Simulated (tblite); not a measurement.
# C4H11NOSi3: the cost of one run

Programs: tblite 0.8.0 and PySCF 2.14.0, with density-fitted response routines of our own. Each step states its level of theory. These are calculated values for one molecule in the gas phase, unless marked as measured. Atoms are numbered from 0 throughout.

## 1. The molecule as given

20 atoms, charge 0, multiplicity 1; geometry from: force field or distance geometry start.

Bonds of the start (Å): N0–C1 1.16, C1–C2 1.50, C2–C3 1.47, C3–C4 1.50, C4–O5 1.41, O5–Si6 1.71, C4–Si7 1.89, Si7–Si8 2.24, Si8–C2 1.87, C2–H9 1.11, C3–H10 1.13, C3–H11 1.10, C4–H12 1.10, Si6–H13 1.49, Si6–H14 1.45, Si6–H15 1.48, Si7–H16 1.47, Si7–H17 1.47, Si8–H18 1.46, Si8–H19 1.46.

## 2. Relaxing the molecule with GFN2-xTB

The job: settings as JSON, then the geometry in Å.

```
{"job": {"kind": "relax", "xc": "GFN2-xTB", "basis": "xTB"}, "charge": 0, "multiplicity": 1}
N     -2.925300     2.826500    -0.858400
C     -2.342100     1.989200    -0.303600
C     -1.556100     0.932700     0.421000
C     -0.166200     1.054000    -0.046900
C      0.621100    -0.196400     0.203200
O      1.805300    -0.083900    -0.560200
Si     3.208800    -0.368800     0.380000
Si    -0.308000    -1.604200    -0.643000
Si    -2.296200    -0.683700    -0.170600
H     -1.745000     1.110400     1.499300
H      0.316400     1.845400     0.593700
H     -0.055300     1.405900    -1.087800
H      0.800000    -0.445400     1.262000
H      3.951000     0.915400     0.453500
H      2.850100    -0.854000     1.703200
H      4.051900    -1.332900    -0.352800
H     -0.037000    -1.646900    -2.082700
H     -0.114400    -2.893400     0.036900
H     -2.937400    -1.424500     0.915000
H     -3.126700    -0.534700    -1.365100
```

On the command line:

```
$ OMP_NUM_THREADS=1 python probes_run.py task.json out
```

One launch serves the whole session: the jobs run in the order shown.

Q: Estimate the wall time and peak memory of this first job on 1 thread of Arm Neoverse V1, shared host.

About 1.4 s, with a peak of 0.18 GiB.
